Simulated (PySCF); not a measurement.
# [Sm(OH)2]+: other functionals and bases at one geometry

An exercise on one series of results from a longer session: the logs are not shown, and one member is left open.

Program: PySCF 2.14.0. Level of theory: several levels, as the steps say, no spin–orbit coupling. These are calculated values, not measurements.

1 further run of the same task is left out (for a known fault of the program).

## The starting structure

5 atoms, charge 1, spin multiplicity 1.

Bond lengths: Sm1–O2 1.997 Å, Sm1–O4 1.997 Å, O2–H3 0.963 Å, O4–H5 0.963 Å. Angles: O2–Sm1–O4 110.8°, Sm1–O2–H3 166.5°, Sm1–O4–H5 166.5°.

Coordinates:

```csv
atom,x (Å),y (Å),z (Å)
Sm1,0.0000,0.0000,-0.6170
O2,1.6438,-0.0340,0.5169
H3,2.2866,-0.0475,1.2340
O4,-1.6438,0.0340,0.5169
H5,-2.2866,0.0475,1.2340
```

Formal oxidation states: Sm +3. Each metal's 5 4f electrons lie in its core potential, so multiplicities, spins and levels count the valence alone. An earlier session relaxed this geometry at PBE0, Sm lcecp-1-SVP with ECP51, O def2-SVP, H def2-SVP (singlet, point group C2v).

At PBE0 on the finer grid: E = -185.974981 Eh, HOMO -13.49 eV, LUMO -6.76 eV, Mulliken charge on Sm1 +1.41 e, largest force component 0.009 eV/Å. 

Levels to run: wB97X; revPBE; PBE0, TZVP. Hardware: 2 threads of Arm Neoverse V1, shared host.

Set-up of the first run:

The input, run.py (the lines that set the calculation):

```python
mol = gto.M(atom='''
Sm     0.00000     0.00000    -0.61696
O      1.64377    -0.03400     0.51694
H      2.28660    -0.04751     1.23402
O     -1.64377     0.03400     0.51694
H     -2.28660     0.04751     1.23402''',
    basis={'Sm': 'lcecp-1-SVP', 'O': 'def2-SVP', 'H': 'def2-SVP'},
    ecp={'Sm': 'lcecp-1-SVP'},
    charge=1, spin=0)
mf = dft.RKS(mol, xc='WB97X')
mf.grids.atom_grid = (75, 302)  # f atoms: unpruned, at least (60, 302)
mf = mf.density_fit()  # fitting sets: Sm AutoAux, O def2-universal-JKFIT, H def2-universal-JKFIT
mf.conv_tol = 1e-08; mf.max_cycle = 55
mf.kernel(dm0)  # dm0: the density of the relaxed state
```

Started as:

```bash
> OMP_NUM_THREADS=2 python run.py
```

Steps of the session up to this table: wB97X; revPBE; PBE0, TZVP.

One of the session's tables, all rows but one given; the rest of the session is left out.

```
              level  HOMO (eV)  gap (eV)  charge on Sm1 (e)  dipole (D)  largest force component (eV/Å)
PBE0 (relaxed here)     -13.49      6.73               1.41        2.60                            0.01
              wB97X     -15.87     11.18               1.43        2.90                            0.24
             revPBE          ?         ?                  ?           ?                               ?
         PBE0, TZVP     -13.55      6.81               1.76        2.82                            0.16
```

Q: Estimate the row for revPBE from the others.

As computed: HOMO (eV): -11.84; gap (eV): 4.40; charge on Sm1 (e): 1.27; dipole (D): 2.21; largest force component (eV/Å): 0.57. In the column «HOMO (eV)» it is the highest.

The dipole of a charged species depends on the origin, so these sizes hold for this origin alone.

In one basis the HOMO–LUMO gap runs from 4.40 eV (revPBE) to 11.18 eV (wB97X). The largest leftover force, 0.57 eV/Å with revPBE, stands at a geometry relaxed at another level. With 4f in the core, its levels are missing from HOMO and gap, and its count is fixed, so no charge can pass from the ligands into it. Total energies of different levels can't be compared.
